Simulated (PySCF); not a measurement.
# Solver options tried on KGa

The same problem is solved with other solver options, one edit a run.

Computed with PySCF 2.14.0. Level: each script names its method and basis.

2 further runs of the same task are left out: 2 that didn't finish.

## (1) Starting geometry

KGa: 2 atoms, charge 0, spin multiplicity 1.

No contacts short enough for the rule that draws bonds.

## (2) The run that the others are compared with

input.py reads:

```python
from pyscf import gto, scf

mol = gto.M(
    atom='K 0 0 0; Ga 0 0 3.308',
    basis='lanl2dz',
    ecp={'K': 'lanl2dz', 'Ga': 'lanl2dz'},
    charge=0,
    spin=0,
    verbose=4,
)
mf = scf.RHF(mol)
mf.kernel()
mf.nuc_grad_method().kernel()
mf.dip_moment()
print('orbital energies (hartree):', mf.mo_energy[..., max(0, mol.nelec[1]-3):mol.nelec[0]+3].round(4))
```

On the command line:

```console
$ python input.py
```

The log of this run is left out.

In short: E(SCF) = -29.777274 Eh, 9 cycles, μ = 4.93 D, gradient on the second atom -0.0170 Eh/bohr.

The bond length is a typed value, not an optimised one.

## (3) Level shift 0.3 hartree

Run 1 changes level shift: none → 0.3 hartree.

input.py reads:

```python
from pyscf import gto, scf

mol = gto.M(
    atom='K 0 0 0; Ga 0 0 3.308',
    basis='lanl2dz',
    ecp={'K': 'lanl2dz', 'Ga': 'lanl2dz'},
    charge=0,
    spin=0,
    verbose=4,
)
mf = scf.RHF(mol)
mf.level_shift = 0.3
mf.kernel()
mf.nuc_grad_method().kernel()
mf.dip_moment()
print('orbital energies (hartree):', mf.mo_energy[..., max(0, mol.nelec[1]-3):mol.nelec[0]+3].round(4))
```

On the command line:

```console
$ python input.py
```

## (4) Convergence threshold 1e-13 hartree

Run 2 changes convergence threshold: default → 1e-13 hartree.

input.py: that of step 2 with these lines changed.

```diff
@@ -11,2 +11,3 @@
 mf = scf.RHF(mol)
+mf.conv_tol = 1e-13
 mf.kernel()
```

What does the calculation give? Wanted: for each run, E(SCF); from base; gap; SCF dipole.

**Answer**, as computed:

| run | E(SCF) (hartree) | from base (eV) | cycles | gap (eV) | SCF dipole (D) |
| --- | --- | --- | --- | --- | --- |
| base | -29.777274 | 0 | 9 | 4.20 | 4.93 |
| level shift 0.3 hartree | -29.777274 | 0.0000 | 24 | 4.20 | 4.93 |
| convergence threshold 1e-13 hartree | -29.777274 | 0.0000 | 11 | 4.20 | 4.93 |

Distance from each run's final energy (log10 hartree) by cycle:

| run | cycle 1 | cycle 2 | cycle 3 | cycle 5 | cycle 8 | cycle 12 |
| --- | --- | --- | --- | --- | --- | --- |
| base | -0.8 | -1.9 | -3.1 | -4.8 | -10.0 | done |
| level shift 0.3 hartree | -1.0 | -1.3 | -1.5 | -2.2 | -3.3 | -4.8 |
| convergence threshold 1e-13 hartree | -0.8 | -1.9 | -3.1 | -4.8 | -10.0 | done |

**Reading.** The SCF energy stays the same, to the digits that matter, with level shift 0.3 hartree or convergence threshold 1e-13 hartree. The base needs 9 cycles and the run with level shift 0.3 hartree needs 24.
